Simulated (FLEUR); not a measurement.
# Pt (P6_3/mmc) in FLEUR: notebook

One crystal, Pt, is run at these levels: PBEsol; tasks: equation of state.

Program: FLEUR MaX-R8.1 (later development tree). These are calculated values, not measurements. Logs are shortened: lines on timing, memory, paths and dates and some standing lists are left out, and cuts for length are marked.

## (1) The structure

It takes space group P6_3/mmc (No. 194, hexagonal). The conventional cell has a = 2.761 Å, b = 2.761 Å, c = 4.792 Å, α = 90.00°, β = 90.00°, γ = 120.00°. Pt (site symmetry -6m2) is surrounded by 12 Pt at 2.76 to 2.88 Å.

This isn't the form of Pt at room conditions, which is fcc.

## (2) Equation of state, PBEsol, 14.87 Å³/atom (volume scaled by 0.94)

inp.xml

```xml
<?xml version="1.0" encoding="UTF-8" standalone="no"?>
<fleurInput fleurInputVersion="0.39">
   <comment>
      Pt                                                                                                  
   </comment>
   <calculationSetup>
      <cutoffs Kmax="4.19" Gmax="13.0" GmaxXC="13.0" numbands="0"/>
      <scfLoop itmax="60" minDistance="0.00001" maxIterBroyd="15" imix="Anderson" alpha="0.05" precondParam="0.0" spinf="2.0" sdNocoIR="T"/>
      <coreElectrons ctail="T" frcor="F" kcrel="0" coretail_lmax="0"/>
      <xcFunctional name="PBEs" relativisticCorrections="F"/>
      <magnetism jspins="1"/>
      <soc l_soc="F" theta="0.0" phi="0.0" spav="F"/>
      <expertModes spex="0" secvar="F"/>
      <geometryOptimization l_f="F" forcealpha="1.0" forcemix="BFGS" epsdisp="0.0005" epsforce="0.0002"/>
      <ldaU l_linMix="F" mixParam="0.05" spinf="1.0"/>
   </calculationSetup>
   <cell>
      <bzIntegration valenceElectrons="36.0" mode="hist" fermiSmearingEnergy="0.00183747">
         <kPointListSelection listName="default-1"/>
         <!-- k-points included here -->
         <xi:include xmlns:xi="http://www.w3.org/2001/XInclude" href="kpts.xml"> </xi:include>
      </bzIntegration>
      <!-- symmetry operations included here -->
      <xi:include xmlns:xi="http://www.w3.org/2001/XInclude" href="sym.xml"> </xi:include>
      <bulkLattice scale="0.9795861087">
         <bravaisMatrix>
            <row-1>    5.2169019354622055     0.0000000000000000     0.0000000000000000</row-1>
            <row-2>   -2.6084509677311027     4.5179696050925360     0.0000000000000000</row-2>
            <row-3>    0.0000000000000000     0.0000000000000000     9.0558208123838959</row-3>
         </bravaisMatrix>
      </bulkLattice>
   </cell>
   <atomSpecies>
      <species name="Platinum (Pt)" element="Pt" atomicNumber="78">
         <mtSphere radius="2.34" gridPoints="801" logIncrement="0.017"/>
         <atomicCutoffs lmax="10" lnonsphr="10"/>
         <electronConfig flipSpins="F">
            <coreConfig>(1s1/2) (2s1/2) (2p1/2) (2p3/2) (3s1/2) (3p1/2) (3p3/2) (4s1/2) (3d3/2) (3d5/2) (4p1/2) (4p3/2) (4d3/2) (4d5/2) (4f5/2) (4f7/2)</coreConfig>
            <valenceConfig>(5s1/2) (5p1/2) (5p3/2) (6s1/2) (5d3/2) (5d5/2)</valenceConfig>
            <stateOccupation state="(6s1/2)" spinUp="0.500000" spinDown="0.500000"/>
            <stateOccupation state="(5d3/2)" spinUp="1.800000" spinDown="1.800000"/>
            <stateOccupation state="(5d5/2)" spinUp="2.700000" spinDown="2.700000"/>
         </electronConfig>
         <energyParameters s="6" p="6" d="5" f="5"/>
         <lo type="SCLO" l="0" n="5" eDeriv="0"/>
         <lo type="SCLO" l="1" n="5" eDeriv="0"/>
         <lo type="SCLO" l="1" n="5" eDeriv="1"/>
         <lo type="SCLO" l="2" n="5" eDeriv="2"/>
         <lo type="SCLO" l="3" n="5" eDeriv="2"/>
      </species>
   </atomSpecies>
   <atomGroups>
      <atomGroup species="Platinum (Pt)">
         <relPos label="                   1">1.000/3.000 -1.000/3.000 1.000/4.000</relPos>
         <relPos label="                   2">-1.000/3.000 1.000/3.000 -1.000/4.000</relPos>
         <force calculate="T" relaxXYZ="TTT"/>
      </atomGroup>
   </atomGroups>
   <output dos="F" band="F" slice="F">
      <checks vchk="F" cdinf="F"/>
      <bandDOS minEnergy="-.5*Htr" maxEnergy="0.5*Htr" sigma="0.015" storeEVData="T"/>
      <vacuumDOS vacdos="F" integ="F" star="F" nstars="0" locx1="0.0" locy1="0.0" locx2="0.0" locy2="0.0" nstm="0" tworkf="0.0"/>
      <unfoldingBand unfoldBand="F" supercellX="1" supercellY="1" supercellZ="1"/>
      <plotting iplot="0" polar="F">
         <plot TwoD="T" vec1="  1.0  0.0  0.0" vec2="  0.0  1.0  0.0" vec3="  0.0  0.0  1.0" zero="  0.0  0.0  0.0" file="plot"/>
      </plotting>
      <chargeDensitySlicing numkpt="0" minEigenval="0.0" maxEigenval="0.0" nnne="0" pallst="F"/>
      <specialOutput eonly="F"/>
      <moessbauerParams electricFieldGradient="T" isomerShift="T" coreHyperfine="T" valenceHyperfine="T"/>
      <magneticCircularDichroism mcd="F" energyLo="-10.0" energyUp="0.0"/>
   </output>
  <!-- We include the file relax.xml here to enable relaxations (see documentation) -->
  <xi:include xmlns:xi="http://www.w3.org/2001/XInclude" href="relax.xml"> <xi:fallback/> </xi:include>
</fleurInput>
```

Potentials or basis: all-electron, FLAPW.

Launch:

```sh
$ inpgen -f crystal.txt -profile fastHighL
$ # inp.xml edited to the form shown
$ fleur_MPI
```

Log:

```text
Welcome to FLEUR        (www.flapw.de)
      MaX-Release 8.1          (www.max-centre.eu)

 ========== k-point set info ==========
 Selected k-point list: default-1
 k-point list type: mesh
 11 x 11 x 6
 Number of k points: 64

 ------------Calculation Setup---------------------------
 Number of MPI-tasks      :            1
 Number of PE/node        :            1
 Number of OMP-threads    :            1
 Most efficient MPI parallelization for:
           1           2           4           8          16          32          64
 Additional eigenvalue parallelization possible
 Number of basis functions:          334
 Approximate size of matrices (H+S) per k-point:         0.002 GB
 --------------------------------------------------------
 Iteration:     1   Distance:      18.40890200 me/bohr^3
 Iteration:     2   Distance:      16.54696905 me/bohr^3
 Iteration:     3   Distance:       7.09054081 me/bohr^3
 Iteration:     4   Distance:       2.99925652 me/bohr^3
 Iteration:     5   Distance:       2.73143154 me/bohr^3
 Iteration:     6   Distance:       0.19706324 me/bohr^3
 Iteration:     7   Distance:       0.18476669 me/bohr^3
 Iteration:     8   Distance:       0.02388042 me/bohr^3
 Iteration:     9   Distance:       0.00694596 me/bohr^3
 Iteration:    10   Distance:       0.00925493 me/bohr^3
 Iteration:    11   Distance:       0.00076534 me/bohr^3
 Iteration:    12   Distance:       0.00052261 me/bohr^3
 Iteration:    13   Distance:       0.00001897 me/bohr^3
 Iteration:    14   Distance:       0.00000218 me/bohr^3

 ********************************************************************
 Run finished successfully
 Stop message:
   all done
 ********************************************************************
```

out.xml (last iteration):

```text
<iteration numberForCurrentRun="   14" overallNumber="   14">
         <energyParameters units="Htr">
            <atomicEP atomType="1" spin="1" branch="6s" branchLowest="-3.03" branchHighest="2.15" value="0.3524121210"/>
            <atomicEP atomType="1" spin="1" branch="6p" branchLowest="-1.30" branchHighest="3.21" value="0.5087452632"/>
            <atomicEP atomType="1" spin="1" branch="5d" branchLowest="-10.54" branchHighest="0.81" value="0.4565616862"/>
            <atomicEP atomType="1" spin="1" branch="5f" branchLowest="-1.88" branchHighest="3.00" value="0.7951441955"/>
            <loAtomicEP atomType="1" spin="1" branch="5s" branchLowest="-24.78" branchHighest="-3.03" value="-3.0375300905"/>
            <loAtomicEP atomType="1" spin="1" branch="5p" branchLowest="-18.34" branchHighest="-1.30" value="-1.3925326017"/>
            <loAtomicEP atomType="1" spin="1" branch="5p" branchLowest="-18.34" branchHighest="-1.30" value="-1.3925326017"/>
            <loAtomicEP atomType="1" spin="1" branch="5d" branchLowest="-10.54" branchHighest="0.81" value="0.4433424600"/>
            <loAtomicEP atomType="1" spin="1" branch="5f" branchLowest="-1.88" branchHighest="3.00" value="0.7951368390"/>
         </energyParameters>
         <eigenvalues>
            <eigenvaluesAt spin="1" ikpt="1" k_x="0.00000000" k_y="0.00000000" k_z="0.00000000">
                      -3.0388620315       -3.0379082272       -1.3569422544       -1.3464015949       -1.3464015949
                      -1.3445603896       -1.3445603896       -1.3415474266        0.2005280028        0.3005824052
                       0.4237408533        0.4455793295        0.4455793295        0.4606104878        0.4606104879
                       0.5113723883        0.5113723883        0.5448999851        0.5759924974        0.5759924974
                       0.7702879394        1.1325991140        1.1566117185        1.2157964247        1.3782664240
                       1.3782664240        1.4111706826        1.4111706826
            </eigenvaluesAt>
            <eigenvaluesAt spin="1" ikpt="2" k_x="0.00000000" k_y="0.00000000" k_z="0.16666667">
                      -3.0387984090       -3.0379722861       -1.3559320059       -1.3462782426       -1.3462782426
                      -1.3446838674       -1.3446838674       -1.3426019813        0.2097309949        0.2993628236
                       0.4213802646        0.4443340562        0.4443340562        0.4578758324        0.4578758324
                       0.5087521347        0.5182855082        0.5182855082        0.5740267063        0.5740267063
                       0.8228624675        1.1090050090        1.1859015139        1.1973181373        1.3407374943
                       1.3407374943        1.4616175418        1.4616175418
            </eigenvaluesAt>
            <eigenvaluesAt spin="1" ikpt="3" k_x="0.00000000" k_y="0.00000000" k_z="0.33333333">
                      -3.0386241492       -3.0381472686       -1.3531588071       -1.3459420119       -1.3459420119
                      -1.3454634971       -1.3450208925       -1.3450208925        0.2350375967        0.2912492446
[... 30 lines left out ...]
            <state n="3" l="1" j="0.5" energy="-108.4997069830" weight="1.0000000000"/>
[... 8 lines left out ...]
            <state n="4" l="3" j="2.5" energy="-1.9512610702" weight="3.0000000000"/>
            <state n="4" l="3" j="3.5" energy="-1.8241974629" weight="4.0000000000"/>
         </coreStates>
         <allElectronCharges>
            <spinDependentCharge spin="1" total="156.0000000" interstitial="4.1159926" mtSpheres="151.8840074"/>
            <totalCharge value="155.9999999835"/>
         </allElectronCharges>
         <moessbauerParams unitsHFF="kG" unitsIS="e/bohr^3" unitsEFG="Htr/bohr^2">
            <coreIsomerShift atomType="1" isTotal="2122821.15298">
               <shell n="1" l="0" isomerShift="1762165.81093"/>
               <shell n="2" l="0" isomerShift="261755.26924"/>
               <shell n="2" l="1" isomerShift="18248.86441"/>
               <shell n="3" l="0" isomerShift="59707.47553"/>
               <shell n="3" l="1" isomerShift="4664.29552"/>
               <shell n="4" l="0" isomerShift="15118.31050"/>
               <shell n="3" l="2" isomerShift="0.00190"/>
               <shell n="4" l="1" isomerShift="1161.12444"/>
               <shell n="4" l="2" isomerShift="0.00050"/>
               <shell n="4" l="3" isomerShift="0.00000"/>
            </coreIsomerShift>
            <isomerShift atomType="1" nucleusRadius="0.0001370" averageDensity="2125899.75998"/>
            <electricFieldGradient atomType="1" VXX="-0.01374" VYY="-0.01374" VZZ="0.02749" asymParam="0.00000">
            </electricFieldGradient>
         </moessbauerParams>
         <totalEnergy                                    value="   -36883.1657571829" units="Htr">
            <sumOfEigenvalues                            value="   -22622.8096899512">
               <coreElectrons value="-22603.4028441588"/>
               <valenceElectrons value="-19.4068457924"/>
            </sumOfEigenvalues>
            <densityCoulombPotentialIntegral value="-63901.3493281660"/>
            <densityEffectivePotentialIntegral value="-64829.1324295428"/>
            <chargeDenXCDenIntegral value="-704.3177525814"/>
            <FockExchangeEnergyValence value="0.0000000000"/>
            <FockExchangeEnergyCore value="0.0000000000"/>
            <atomTypeDependentContributions atomType="1">
               <electronNucleiInteractionDifferentMTs value="46325.6257320924"/>
               <MadelungTerm value="-108.8703480178"/>
            </atomTypeDependentContributions>
            <tkbTimesEntropy value="0.0012188334"/>
            <freeEnergy value="-36883.1669760163"/>
            <extrapolationTo0K value="-36883.1663665996"/>
         </totalEnergy>
         <densityConvergence units="me/bohr^3">
            <chargeDensity spin="1" distance="0.0000021762"/>
         </densityConvergence>
      </iteration>
```

Run time: 34 s. Hardware: 1 thread of Arm Neoverse V1, shared host; peak memory 0.07 GiB.

Results:

| Property | Result |
| --- | --- |
| Free energy | -1003642.1026 eV |
| Band gap on the k mesh | none (metal or under the smearing width) |
| Valence electrons inside the program's atomic spheres | Pt 15.94 (radii Pt 2.34 bohr) |

## (3) Equation of state, PBEsol, 15.18 Å³/atom (volume scaled by 0.96)

Edit inp.xml of step 2 so:

```diff
@@ -24,3 +24,3 @@
       <xi:include xmlns:xi="http://www.w3.org/2001/XInclude" href="sym.xml"> </xi:include>
-      <bulkLattice scale="0.9795861087">
+      <bulkLattice scale="0.9864848297">
          <bravaisMatrix>
```

Potentials or basis: all-electron, FLAPW.

Launch:

```sh
$ inpgen -f crystal.txt -profile fastHighL
$ # inp.xml edited to the form shown
$ fleur_MPI
```

Wall time 37 s (1 thread of Arm Neoverse V1, shared host); peak memory 0.08 GiB.

It converged, with:

```yaml
Free_energy: -1003642.1130 eV
Band_gap_on_the_k_mesh: none (metal or under the smearing width)
Valence_electrons_inside_the_program's_atomic_spheres: Pt 15.91 (radii Pt 2.34 bohr)
```

## (4) Equation of state, PBEsol, 15.50 Å³/atom (volume scaled by 0.98)

Edit inp.xml of step 3 so:

```diff
@@ -24,3 +24,3 @@
       <xi:include xmlns:xi="http://www.w3.org/2001/XInclude" href="sym.xml"> </xi:include>
-      <bulkLattice scale="0.9864848297">
+      <bulkLattice scale="0.9932883884">
          <bravaisMatrix>
```

Launch:

```sh
$ inpgen -f crystal.txt -profile fastHighL
$ # inp.xml edited to the form shown
$ fleur_MPI
```

Run time: 38 s. Hardware: 1 thread of Arm Neoverse V1, shared host; peak memory 0.08 GiB.

The run converged. Its results:

- Free energy: -1003642.1005 eV
- Band gap on the k mesh: none (metal or under the smearing width)
- Valence electrons inside the program's atomic spheres: Pt 15.88 (radii Pt 2.34 bohr)

## (5) Equation of state, PBEsol, 15.81 Å³/atom

Edit inp.xml of step 4 so:

```diff
@@ -24,3 +24,3 @@
       <xi:include xmlns:xi="http://www.w3.org/2001/XInclude" href="sym.xml"> </xi:include>
-      <bulkLattice scale="0.9932883884">
+      <bulkLattice scale="1.0000000000">
          <bravaisMatrix>
```

Launch:

```sh
$ inpgen -f crystal.txt -profile fastHighL
$ # inp.xml edited to the form shown
$ fleur_MPI
```

Wall time 39 s (1 thread of Arm Neoverse V1, shared host); peak memory 0.07 GiB.

The run converged. Its results:

```yaml
Free_energy: -1003642.0680 eV
Band_gap_on_the_k_mesh: none (metal or under the smearing width)
Valence_electrons_inside_the_program's_atomic_spheres: Pt 15.86 (radii Pt 2.34 bohr)
```

## (6) Equation of state, PBEsol, 16.13 Å³/atom (volume scaled by 1.02)

Edit inp.xml of step 5 so:

```diff
@@ -24,3 +24,3 @@
       <xi:include xmlns:xi="http://www.w3.org/2001/XInclude" href="sym.xml"> </xi:include>
-      <bulkLattice scale="1.0000000000">
+      <bulkLattice scale="1.0066227096">
          <bravaisMatrix>
```

Potentials or basis: all-electron, FLAPW.

Launch:

```sh
$ inpgen -f crystal.txt -profile fastHighL
$ # inp.xml edited to the form shown
$ fleur_MPI
```

Wall time 41 s (1 thread of Arm Neoverse V1, shared host); peak memory 0.07 GiB.

It converged, with:

| Quantity | Value |
| --- | --- |
| Free energy | -1003642.0176 eV |
| Band gap on the k mesh | none (metal or under the smearing width) |
| Valence electrons inside the program's atomic spheres | Pt 15.83 (radii Pt 2.34 bohr) |

## (7) Equation of state, PBEsol, 16.45 Å³/atom (volume scaled by 1.04)

Edit inp.xml of step 6 so:

```diff
@@ -24,3 +24,3 @@
       <xi:include xmlns:xi="http://www.w3.org/2001/XInclude" href="sym.xml"> </xi:include>
-      <bulkLattice scale="1.0066227096">
+      <bulkLattice scale="1.0131594038">
          <bravaisMatrix>
```

Launch:

```sh
$ inpgen -f crystal.txt -profile fastHighL
$ # inp.xml edited to the form shown
$ fleur_MPI
```

It took 41 s on 1 thread of Arm Neoverse V1, shared host; peak memory 0.07 GiB.

Results (log left out):

| Property | Result |
| --- | --- |
| Free energy | -1003641.9520 eV |
| Band gap on the k mesh | none (metal or under the smearing width) |
| Valence electrons inside the program's atomic spheres | Pt 15.81 (radii Pt 2.34 bohr) |

## (8) Equation of state, PBEsol, 16.76 Å³/atom (volume scaled by 1.06)

Edit inp.xml of step 7 so:

```diff
@@ -24,3 +24,3 @@
       <xi:include xmlns:xi="http://www.w3.org/2001/XInclude" href="sym.xml"> </xi:include>
-      <bulkLattice scale="1.0131594038">
+      <bulkLattice scale="1.0196128224">
          <bravaisMatrix>
```

Launch:

```sh
$ inpgen -f crystal.txt -profile fastHighL
$ # inp.xml edited to the form shown
$ fleur_MPI
```

Run time: 42 s. Hardware: 1 thread of Arm Neoverse V1, shared host; peak memory 0.07 GiB.

It converged, with:

- Free energy: -1003641.8731 eV
- Band gap on the k mesh: none (metal or under the smearing width)
- Valence electrons inside the program's atomic spheres: Pt 15.79 (radii Pt 2.34 bohr)

## (9) Equation of state, PBEsol

Potentials or basis: all-electron, FLAPW.

No new run: the results of the series are fitted here.

What came out:

```
Equilibrium volume                        : 15.16 Å³/atom
Bulk modulus at fixed shape and positions : 282 GPa
Pressure derivative of the bulk modulus   : 5.4
```

Energy against volume, from the lowest point:
```
volume (Å³/atom)  energy (meV/atom)
          14.866               5.21
          15.182               0.00
          15.498               6.22
          15.815              22.47
          16.131              47.70
          16.447              80.48
          16.763             119.96
```

Caveat: the cell was scaled at fixed shape and fractional positions, which overstates the stiffness of a crystal with free parameters, most of all of layers and chains. The run has no spin-orbit coupling, so splittings on Pt are missing.
